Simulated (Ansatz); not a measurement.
# BGeH3S (SMILES [BH]1[S][GeH2]1): one structure at several levels

Aim: energy, forces and dipole at a structure displaced at random from a GFN2-xTB minimum, from CCSD(T) and from density functionals.

Program: Ansatz 0.2.0, Gaussian basis. Level of theory: single points in def2-TZVPP. These are calculated values, not measurements.

Correlated methods freeze the cores. Filled d shells of the heavier atoms are correlated.

**1. The system as given**

SMILES `[BH]1[S][GeH2]1`, 6 atoms, charge 0, spin multiplicity 1.

Atoms are counted from 1 here; the program's logs count them from 0.

Bond lengths: B1–S2 1.872 Å, B1–Ge3 2.130 Å, B1–H4 1.320 Å, S2–Ge3 2.534 Å, Ge3–H5 1.794 Å, Ge3–H6 1.673 Å. Angles: S2–B1–Ge3 78.3°, S2–B1–H4 144.3°, Ge3–B1–H4 136.8°, B1–S2–Ge3 55.4°, B1–Ge3–S2 46.4°, B1–Ge3–H5 125.2°, B1–Ge3–H6 126.3°, S2–Ge3–H5 99.8°, S2–Ge3–H6 99.4°, H5–Ge3–H6 95.9°.

As a file:

```xyz
6
charge 0, multiplicity 1
B    -0.74360   -1.11490   -0.13570
S     0.94530   -1.27980    0.65570
Ge   -0.03040    0.89010   -0.21520
H    -1.77840   -1.78650   -0.60440
H     1.34370    1.46080   -1.21680
H     0.28970    1.88040    1.09520
```

**2. CCSD(T)/def2-TZVPP**

The input, run/in.yaml:

```yaml
crystal:
  periodic: [false, false, false]
  atoms:
    - {symbol: B, position_ang: [-0.743600, -1.114900, -0.135700]}
    - {symbol: S, position_ang: [0.945300, -1.279800, 0.655700]}
    - {symbol: Ge, position_ang: [-0.030400, 0.890100, -0.215200]}
    - {symbol: H, position_ang: [-1.778400, -1.786500, -0.604400]}
    - {symbol: H, position_ang: [1.343700, 1.460800, -1.216800]}
    - {symbol: H, position_ang: [0.289700, 1.880400, 1.095200]}
basis:
  gaussian: {orbitals: def2-TZVPP}
correlation: {method: ccsd_t}
output: {forces: true}
```

The command line of these runs was not kept.

**3. PBE0-D4/def2-TZVPP**

run/in.yaml: that of step 2 with these lines changed.

```diff
@@ -11,3 +11,3 @@
   gaussian: {orbitals: def2-TZVPP}
-correlation: {method: ccsd_t}
-output: {forces: true}
+hamiltonian: {xc: pbe0, dispersion: d4}
+output: {forces: true, orbitals: {seedname: orbitals}}
```

**4. wB97M-V/def2-TZVPP**

run/in.yaml: that of step 3 with these lines changed.

```diff
@@ -11,3 +11,3 @@
   gaussian: {orbitals: def2-TZVPP}
-hamiltonian: {xc: pbe0, dispersion: d4}
-output: {forces: true, orbitals: {seedname: orbitals}}
+hamiltonian: {xc: {name: wB97M-V}}
+output: {forces: true}
```

**5. r2SCAN-D4/def2-TZVPP**

run/in.yaml: that of step 4 with these lines changed.

```diff
@@ -11,3 +11,3 @@
   gaussian: {orbitals: def2-TZVPP}
-hamiltonian: {xc: {name: wB97M-V}}
+hamiltonian: {xc: r2scan, dispersion: d4}
 output: {forces: true}
```

**6. PBE-D4/def2-TZVPP**

run/in.yaml: that of step 5 with these lines changed.

```diff
@@ -11,3 +11,3 @@
   gaussian: {orbitals: def2-TZVPP}
-hamiltonian: {xc: r2scan, dispersion: d4}
+hamiltonian: {xc: pbe, dispersion: d4}
 output: {forces: true}
```

**7. revPBE-D4/def2-TZVPP**

run/in.yaml: that of step 6 with these lines changed.

```diff
@@ -11,3 +11,3 @@
   gaussian: {orbitals: def2-TZVPP}
-hamiltonian: {xc: pbe, dispersion: d4}
+hamiltonian: {xc: {name: revPBE}, dispersion: d4}
 output: {forces: true}
```

**8. HSE06-D4/def2-TZVPP**

run/in.yaml: that of step 7 with these lines changed.

```diff
@@ -11,3 +11,3 @@
   gaussian: {orbitals: def2-TZVPP}
-hamiltonian: {xc: {name: revPBE}, dispersion: d4}
+hamiltonian: {xc: hse06, dispersion: d4}
 output: {forces: true}
```

(Steps that only read results are left out.)

What does the calculation give? Wanted: energy less free atoms, CCSD(T)/def2-TZVPP; RMS force component; RMS force error; HOMO and LUMO, PBE0-D4; T1 diagnostic.

As calculated:

```
                                  quantity                                                                                              value
energy less free atoms, CCSD(T)/def2-TZVPP                                                                                         -16.956 eV
                       RMS force component                                                               1.248 to 1.572 eV/Å over the methods
                           RMS force error  PBE0-D4 0.113, wB97M-V 0.150, r2SCAN-D4 0.079, PBE-D4 0.189, revPBE-D4 0.232, HSE06-D4 0.107 eV/Å
                    HOMO and LUMO, PBE0-D4                                                                                 -7.42 and -2.37 eV
                             T1 diagnostic                                                                                              0.020
```

In words: Against CCSD(T) the functionals' energies less atoms differ by -1.034 to -0.326 eV, PBE-D4 by -1.034 eV. The reference is not at the basis limit: in triple zeta CCSD(T) underbinds, which counts against methods that bind more; the gaps are no ranking. On forces the order runs from r2SCAN-D4 to revPBE-D4. Frozen-core CCSD(T) forces in triple zeta carry basis errors of their own, and this is one geometry, so small gaps rank nothing.
